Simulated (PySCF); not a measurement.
# C8H12Cl2OSe: the cost of one run

Programs: PySCF 2.14.0, with density-fitted response routines of our own. Each step states its level of theory. These are calculated values for one molecule in the gas phase, unless marked as measured. Atoms count from 0, in the outputs and in this text.

**1. The molecule as given**

24 atoms, charge 0, multiplicity 1; geometry from: GFN2-xTB.

Bonds of the start (Å): C0–C1 1.49, C1–Cl2 1.74, C1–C3 1.33, C3–C4 1.49, C3–Se5 1.97, Se5–O6 1.60, Se5–C7 1.97, C7–C8 1.49, C7–C9 1.33, C9–C10 1.49, C9–Cl11 1.74, C0–H12 1.09, C0–H13 1.09, C0–H14 1.09, C4–H15 1.09, C4–H16 1.09, C4–H17 1.09, C8–H18 1.09, C8–H19 1.09, C8–H20 1.09, C10–H21 1.09, C10–H22 1.09, C10–H23 1.09.

**2. Geometry optimisation at PBE0-D3(BJ)/def2-SVP**

The job: settings as JSON, then the geometry in Å.

```
{"job": {"xc": "PBE0", "basis": "def2-SVP", "d3": "d3bj", "grid": 1, "kind": "geom"}, "charge": 0, "multiplicity": 1}
C     -1.543010     1.598550     0.987150
C     -2.045910     0.263920     0.564850
Cl    -3.455090    -0.272250     1.439580
C     -1.524590    -0.537860    -0.356050
C     -2.048670    -1.865000    -0.776490
Se     0.071140     0.086590    -1.332770
O      0.396710    -1.096900    -2.357370
C      1.308490    -0.247470     0.166430
C      1.233870    -1.638320     0.691220
C      2.129480     0.717650     0.557950
C      2.256080     2.087100    -0.014030
Cl     3.204810     0.431050     1.901550
H     -2.360600     2.317150     1.009620
H     -0.777630     1.951280     0.300670
H     -1.120660     1.542430     1.990370
H     -1.429470    -2.244880    -1.590630
H     -2.027020    -2.574980     0.049880
H     -3.077890    -1.782950    -1.124770
H      1.015140    -2.309880    -0.140150
H      2.174100    -1.936010     1.149350
H      0.439930    -1.732270     1.433020
H      1.731980     2.149060    -0.968240
H      3.306570     2.322840    -0.175510
H      1.849960     2.829660     0.672780
```

**Question.** How long does this first job take on 8 threads of Arm Neoverse V1, shared host?

About 5.7 min.
